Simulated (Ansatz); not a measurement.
Task: a single point in a Gaussian basis of C₂H₉BOS, SMILES C[B-](C)(O)[SH2+], with Ansatz's Python interface. Give the script and its output. Settings: B3LYP, def2-SVPD basis, multiplicity 1, D3BJ dispersion.

```xyz
14

C    -1.0264    0.8482    0.0408
B    -0.0713   -0.3654    0.0427
C     1.2448    0.0117    0.8314
O    -0.6491   -1.5182    0.6681
S     0.3768   -0.8129   -1.7255
H    -1.3254    1.2102    1.0664
H    -1.9847    0.6203   -0.4958
H    -0.5667    1.7711   -0.4985
H     1.0360    0.3235    1.9288
H     1.8019    0.8543    0.3687
H     1.9447   -0.8687    0.8944
H    -0.9293   -1.2582    1.6181
H     0.9215    0.2936   -2.3341
H    -0.7858   -1.1386   -2.3767
```

`c2h9bos_energy.py`:
```python
"""Electronic structure of the C2H9BOS molecule."""

from pathlib import Path

import ansatz as az

BASIS = "def2-SVPD"
XC = "b3lyp"
VDW = "d3bj"

GEOMETRY = """
C    -1.02640    0.84820    0.04080
B    -0.07130   -0.36540    0.04270
C     1.24480    0.01170    0.83140
O    -0.64910   -1.51820    0.66810
S     0.37680   -0.81290   -1.72550
H    -1.32540    1.21020    1.06640
H    -1.98470    0.62030   -0.49580
H    -0.56670    1.77110   -0.49850
H     1.03600    0.32350    1.92880
H     1.80190    0.85430    0.36870
H     1.94470   -0.86870    0.89440
H    -0.92930   -1.25820    1.61810
H     0.92150    0.29360   -2.33410
H    -0.78580   -1.13860   -2.37670
"""

molecule = az.Crystal.molecule()
for line in GEOMETRY.strip().splitlines():
    symbol, *xyz = line.split()
    molecule = molecule.atom(symbol, [float(v) for v in xyz])

base = molecule.calculation()
base = base.basis(gaussian=BASIS)
base = base.functional(XC, dispersion=VDW)
base = base.scf(lower_state_search="off")
base = base.orbitals()
done = base.run(threads=1, pin="off", runs_dir="out")
summary = done.report

print(f"E = {summary['free_energy_ev']:.6f} eV = {summary['free_energy_ev'] / 27.211386246:.7f} Ha")
print("converged:", summary["converged"], " doubts:", summary["published_state_doubts"] or "none")

lines = Path(summary["orbitals_path"]).read_text().splitlines()
field_of = lambda key: [line.split("=")[1].strip() for line in lines if line.startswith(key)]
orbitals = [(27.211386 * float(e), s, float(n)) for e, s, n in zip(field_of("Ene="), field_of("Spin="), field_of("Occup="))]
homo = max(e for e, _, n in orbitals if n > 0.5)
lumo = min(e for e, _, n in orbitals if n < 0.5)
for e, spin, n in sorted(orbitals):
    if homo - 15 < e < lumo + 5:
        print(f"{spin:6s} {e:10.3f} eV  occupation {n:.0f}")
```

```console
$ python c2h9bos_energy.py
E = -15774.389618 eV = -579.6981262 Ha
converged: True  doubts: none
Alpha     -18.386 eV  occupation 2
Alpha     -17.392 eV  occupation 2
Alpha     -14.519 eV  occupation 2
Alpha     -14.079 eV  occupation 2
Alpha     -11.810 eV  occupation 2
Alpha     -11.141 eV  occupation 2
Alpha     -10.903 eV  occupation 2
Alpha     -10.333 eV  occupation 2
Alpha     -10.031 eV  occupation 2
Alpha      -9.502 eV  occupation 2
Alpha      -8.910 eV  occupation 2
Alpha      -8.368 eV  occupation 2
Alpha      -7.899 eV  occupation 2
Alpha      -6.305 eV  occupation 2
Alpha      -1.352 eV  occupation 0
Alpha      -0.575 eV  occupation 0
Alpha       0.176 eV  occupation 0
Alpha       0.549 eV  occupation 0
Alpha       0.936 eV  occupation 0
Alpha       1.068 eV  occupation 0
Alpha       1.514 eV  occupation 0
Alpha       2.003 eV  occupation 0
Alpha       2.082 eV  occupation 0
Alpha       2.538 eV  occupation 0
Alpha       2.629 eV  occupation 0
Alpha       3.235 eV  occupation 0
Alpha       3.405 eV  occupation 0
Alpha       3.426 eV  occupation 0
```

These settings explore the input space; basis and method may be short of convergence. The geometry is a force-field or estimated start, not a minimum of this method, and the basis set is short of its limit. Alpha marks a spatial orbital of a restricted run, filled by both spins. b3lyp holds the VWN-RPA fit, as in Gaussian; the form of ORCA and Turbomole is b3lyp5. Levels such as HOMO and LUMO are orbital energies: with these approximate functionals they aren't the ionisation energy and electron affinity, and their gap isn't the fundamental gap. Timing: 6.5 s on 1 thread of Arm Neoverse V1 (shared host), peak memory 0.48 GiB.
